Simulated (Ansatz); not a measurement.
# Zn6O: the cost of one run

Method: DFT PBE, scalar-relativistic, plane waves, PAW, unless a step names another level, in Ansatz 0.2.0.

3 further runs of the same task are left out: 2 that didn't finish, 1 set aside as unsound or not needed. Runs told in other sessions of the task aren't counted.

## 1. Starting point

It takes space group P3m1 (No. 156, trigonal). Conventional cell: a = 2.998 Å, b = 2.998 Å, c = 13.220 Å, α = 90.00°, β = 90.00°, γ = 120.00°. Zn (site symmetry 3m) has 1 O at 1.92 Å in its first shell of neighbours. Around Zn (site symmetry 3m) lie 3 O at 1.99 Å. Zn (site symmetry 3m) is surrounded by 12 Zn at 2.61 to 3.00 Å. Zn (site symmetry 3m) has 12 Zn at 2.67 to 3.00 Å in its first shell of neighbours. Zn (site symmetry 3m) has 12 Zn at 2.69 to 3.00 Å in its first shell of neighbours. Zn (site symmetry 3m) is surrounded by 12 Zn at 2.72 to 3.00 Å. O (site symmetry 3m) has 4 Zn at 1.92 to 1.99 Å in its first shell of neighbours.

Coordinates:

```xyz
7
Lattice="2.9982 0.0000 0.0000 -1.4991 2.5965 0.0000 0.0000 0.0000 13.2199" Properties=species:S:1:pos:R:3 pbc="T T T"
Zn    0.0000    1.7310    3.0537
Zn    0.0000    0.0000    0.1445
Zn    0.0000    0.0000    5.0111
Zn    0.0000    1.7310    7.0410
Zn    0.0000    0.0000    9.1050
Zn    0.0000    1.7310   11.1979
O     0.0000    1.7310    1.1320
```

It came out lowest among 30 distinct ends of the trial cells. At a tolerance of 0.05 Å it has space group P3m1 (No. 156).

## 2. Relaxing to 0.001 eV/Å, on the response runs' mesh and smearing

Contents of input.yaml:

```yaml
crystal:
  lattice:
    - [2.9982147728, 0.0, 0.0]
    - [-1.4991073864, 2.5965301592, 0.0]
    - [0.0, 0.0, 13.2198945538]
  atoms:
    - { symbol: Zn, position: [0.3333333333, 0.6666666667, 0.2309938269] }
    - { symbol: Zn, position: [0.0, 0.0, 0.0109330364] }
    - { symbol: Zn, position: [0.0, 0.0, 0.3790547037] }
    - { symbol: Zn, position: [0.3333333333, 0.6666666667, 0.5326028834] }
    - { symbol: Zn, position: [0.0, 0.0, 0.6887364263] }
    - { symbol: Zn, position: [0.3333333333, 0.6666666667, 0.8470482909] }
    - { symbol: O, position: [0.3333333333, 0.6666666667, 0.0856308323] }
basis:
  ecutwfc: 420
kpoints:
  mp_grid: { grid: [12, 12, 4] }
hamiltonian:
  xc: pbe
scf:
  occupations: { method: gaussian, width: 0.1 }
output:
  forces: true
  stress: true
  eigenvalues: true
relax:
  adjacent_minimum: "off"
  f_tol: 0.001
  max_steps: 60
  cell: { stress_tol: 0.01 }
```

Run with:

```
$ ansatz run input.yaml --threads 3 --pin off --max-ram 7680MiB --backend cpu --events-out ev --progress --plain --runs-dir out
```

Q: Estimate wall time and peak memory on 3 threads of Arm Neoverse V2, shared host.

About 65 s, with a peak of 0.55 GiB.
